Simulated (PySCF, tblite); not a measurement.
**C5H3ClOP2: geometry, infrared bands and NMR shifts**

What infrared bands and NMR shifts should C5H3ClOP2 (`O=Cc1ccpc(Cl)p1`) show?

Programs: tblite 0.8.0 and PySCF 2.14.0, with density-fitted response routines of our own. Each step states its level of theory. These are calculated values for one molecule in the gas phase, unless marked as measured. Atoms are numbered from 0 throughout.

**1. The molecule as given**

12 atoms, charge 0, multiplicity 1; geometry from: force field or distance geometry start.

Bonds of the start (Å): O0–C1 1.24, C1–C2 1.48, C2–C3 1.38, C3–C4 1.38, C4–P5 1.73, P5–C6 1.73, C6–Cl7 1.74, C6–P8 1.73, P8–C2 1.73, C1–H9 1.08, C3–H10 1.09, C4–H11 1.08.

**2. Geometry optimisation with GFN2-xTB**

The job: settings as JSON, then the geometry in Å.

```
{"job": {"kind": "relax", "xc": "GFN2-xTB", "basis": "xTB"}, "charge": 0, "multiplicity": 1}
O     -2.585000    -1.646700    -0.661300
C     -2.159300    -0.510300    -0.406000
C     -0.725500    -0.228500    -0.141700
C     -0.368200     1.074700     0.129700
C      0.920000     1.475600     0.400100
P      2.299900     0.432500     0.396800
C      1.977200    -1.231300     0.050400
Cl     3.228100    -2.445900     0.014900
P      0.315400    -1.600500    -0.243500
H     -2.869900     0.305800    -0.344300
H     -1.135500     1.853100     0.170600
H      1.103900     2.521000     0.608300
```

On the command line:

```console
$ OMP_NUM_THREADS=1 python probes_run.py task.json out
```

This one command runs all jobs of the session in turn.

**Question.** This job is followed by: GFN2-xTB harmonic vibrations, gas phase; GIAO PBE0/pcSseg-1 NMR shielding, non-relativistic, gas phase. Predict these results of the whole session: strongest single infrared mode (GFN2-xTB); zero-point energy (GFN2-xTB); 13C shifts against TMS (PBE0/pcSseg-1); 1H shifts against TMS (PBE0/pcSseg-1); 17O shifts against H2O (PBE0/pcSseg-1); 31P shifts against H3PO4 (PBE0/pcSseg-1); 35Cl shifts against HCl (PBE0/pcSseg-1).

**Answer**, as computed:

```
                                 quantity                                  value
strongest single infrared mode (GFN2-xTB)                  1707 cm⁻¹, 369 km/mol
             zero-point energy (GFN2-xTB)                          40.8 kcal/mol
   13C shifts against TMS (PBE0/pcSseg-1)  229.1, 198.7, 174.6, 165.4, 141.0 ppm
    1H shifts against TMS (PBE0/pcSseg-1)                  10.28, 9.34, 8.16 ppm
   17O shifts against H2O (PBE0/pcSseg-1)                              660.2 ppm
 31P shifts against H3PO4 (PBE0/pcSseg-1)                       288.2, 285.9 ppm
  35Cl shifts against HCl (PBE0/pcSseg-1)                                363 ppm
```

What this shows: The optimisation took 25 steps and gained 0.796 eV; among the close pairs (by a distance rule), C2–P8 changed most, from 1.725 to 1.757 Å. No mode is imaginary among the 30: a minimum at this level. The strongest single mode, at 1707 cm⁻¹, moves mainly C1 and O0. GFN2-xTB is a fitted tight-binding method: band positions and strengths are rough. Its intensities can rank the bands wrongly. H9 (hydrogen on an aldehyde carbonyl carbon) lies farthest downfield among hydrogen, at 10.28 ppm; the C=O anisotropy and electron withdrawal place aldehyde protons far downfield. At PBE0/pcSseg-1: The largest span, 1289 ppm, is at O0, where the paramagnetic term is -721 ppm. NICS(1)zz of -22 ppm above the planar ring from C2 marks a diatropic (aromatic) ring current.
